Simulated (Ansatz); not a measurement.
# Ag4CO: the cost of one run

Program: Ansatz 0.2.0. Level of theory: DFT PBEsol, scalar-relativistic, plane waves, PAW. These are calculated values, not measurements.

5 further runs of the same task are left out: 2 that didn't finish, 3 set aside as unsound or not needed. Runs told in other sessions of the task aren't counted.

## 1. The structure to begin with

Symmetry: P3m1, No. 156, trigonal system. The conventional cell has a = 2.867 Å, b = 2.867 Å, c = 24.022 Å, α = 90.00°, β = 90.00°, γ = 120.00°. Ag (site symmetry 3m) has 9 Ag at 2.87 Å in its first shell of neighbours. Ag (site symmetry 3m) is surrounded by 12 Ag at 2.84 to 2.87 Å. Ag (site symmetry 3m) has 9 Ag at 2.85 to 2.87 Å in its first shell of neighbours.

As a file:

```xyz
4
Lattice="2.8669 0.0000 0.0000 -1.4335 2.4828 0.0000 0.0000 0.0000 24.0225" Properties=species:S:1:pos:R:3 pbc="T T T"
Ag    1.4335    0.8276    8.5000
Ag    0.0000    1.6552   10.8408
Ag    0.0000    0.0000   13.1457
Ag    1.4335    0.8276   15.4629
```

Miller indices refer to the conventional cell of the relaxed bulk, Fm-3m (No. 225): a = 4.054 Å, b = 4.054 Å, c = 4.054 Å, α = 90.00°, β = 90.00°, γ = 90.00°.

It is a (111) slab, 7.0 Å thick as cut, with 17 Å of vacuum; its outer planes are Ag (top) and Ag (bottom). An earlier relaxation, lower half held, gave -30088.0958 eV, work function 4.61 eV.

## 2. CO at the top (Ag) site

File input.yaml:

```yaml
crystal:
  lattice:
    - [2.866903682, 0.0, 0.0]
    - [-1.433451841, 2.4828114189, 0.0]
    - [0.0, 0.0, 27.1724511627]
  atoms:
    - { symbol: Ag, position: [0.6666666667, 0.3333333333, 0.3128168286] }
    - { symbol: Ag, position: [0.3333333333, 0.6666666667, 0.3989635307] }
    - { symbol: Ag, position: [0.0, 0.0, 0.4837872166] }
    - { symbol: Ag, position: [0.6666666667, 0.3333333333, 0.569066888] }
    - { symbol: C, position: [0.6666666667, 0.3333333333, 0.6522393624] }
    - { symbol: O, position: [0.6666666667, 0.3333333333, 0.6945616392] }
basis:
  ecutwfc: 420
kpoints:
  mp_grid: { grid: [12, 12, 1] }
hamiltonian:
  xc: pbesol
scf:
  occupations: { method: gaussian, width: 0.1 }
output:
  forces: true
  eigenvalues: true
relax:
  adjacent_minimum: "off"
  f_tol: 0.03
  max_steps: 70
  constraints: [{ sites: [0, 1] }]
efield:
  axis: 3
  dipole_correction: true
  ramp_width: 0.04
```

Command:

```
$ ansatz run input.yaml --threads 2 --pin off --max-ram 5120MiB --backend cpu --events-out ev --progress --plain --runs-dir out
```

What time and memory should one allow on 2 threads of Arm Neoverse V1, shared host?

About 43 s, with a peak of 0.5 GiB.
